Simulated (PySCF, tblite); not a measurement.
**C₇H₈BCl: geometry, infrared bands and NMR shifts**

What infrared bands and NMR shifts should C₇H₈BCl (`C#CCB[C@@H]1C/C1=C\Cl`) show?

Computed with tblite 0.8.0 and PySCF 2.14.0, with density-fitted response routines of our own, on a single molecule in the gas phase. Atoms are numbered from 0 throughout.

## Step 1: The molecule as given

17 atoms, charge 0, multiplicity 1; geometry from: force field or distance geometry start.

Bonds of the start (Å): C0–C1 1.19, C1–C2 1.50, C2–B3 1.58, B3–C4 1.59, C4–C5 1.52, C5–C6 1.48, C6–C7 1.35, C7–Cl8 1.77, C6–C4 1.48, C0–H9 1.08, C2–H10 1.11, C2–H11 1.12, B3–H12 1.21, C4–H13 1.09, C5–H14 1.09, C5–H15 1.10, C7–H16 1.08.

## Step 2: Optimising the geometry with GFN2-xTB

Job settings and geometry (Å):

```
{"job": {"kind": "relax", "xc": "GFN2-xTB", "basis": "xTB"}, "charge": 0, "multiplicity": 1}
C     -3.102400     0.834600    -0.567400
C     -2.476600    -0.078800    -0.138700
C     -1.695100    -1.219900     0.430200
B     -0.479600    -0.592200     1.215000
C      0.259900     0.590600     0.450100
C      0.873900     0.055800    -0.837600
C      1.729300     0.528300     0.276200
C      3.005400     0.703200     0.695000
Cl     4.336400     0.246700    -0.379100
H     -3.695600     1.653300    -0.939700
H     -2.340300    -1.862400     1.062500
H     -1.302900    -1.767400    -0.467700
H      0.285600    -1.417900     1.652000
H     -0.195700     1.578600     0.477500
H      0.662900     0.687300    -1.706400
H      0.900600    -1.040300    -0.955700
H      3.227200     1.112700     1.672300
```

Started as:

```sh
> OMP_NUM_THREADS=1 python probes_run.py task.json out
```

This one command runs all jobs of the session in turn.

**Question.** This job is followed by: GFN2-xTB harmonic vibrations, gas phase; GIAO PBE0/pcSseg-1 NMR shielding, non-relativistic, gas phase. Predict these results of the whole session: strongest single infrared mode (GFN2-xTB); zero-point energy (GFN2-xTB); 13C shifts against TMS (PBE0/pcSseg-1); 1H shifts against TMS (PBE0/pcSseg-1); 11B shifts against BF3·OEt2 (PBE0/pcSseg-1); 35Cl shifts against HCl (PBE0/pcSseg-1).

**Answer**, as computed:

```
                                   quantity                                               value
  strongest single infrared mode (GFN2-xTB)                               1300 cm⁻¹, 278 km/mol
               zero-point energy (GFN2-xTB)                                       77.0 kcal/mol
     13C shifts against TMS (PBE0/pcSseg-1)      136.8, 120.8, 87.9, 75.5, 26.5, 20.6, 17.6 ppm
      1H shifts against TMS (PBE0/pcSseg-1)  6.57, 6.41, 2.90, 2.61, 2.52, 2.02, 1.86, 1.52 ppm
11B shifts against BF3·OEt2 (PBE0/pcSseg-1)                                            81.3 ppm
    35Cl shifts against HCl (PBE0/pcSseg-1)                                             215 ppm
```

Over 176 steps the energy fell by 0.963 eV; of the close pairs, C6–C7 changed most, 1.354 to 1.305 Å. All 45 modes are real, so the xTB geometry is a minimum. The strongest single mode, at 1300 cm⁻¹, is carried by C4, H13, B3. GFN2-xTB is a fitted tight-binding method: band positions and strengths are rough. Its intensities can rank the bands wrongly. At PBE0/pcSseg-1: Shielding is most anisotropic at Cl8 (span 463 ppm, paramagnetic term -409 ppm).
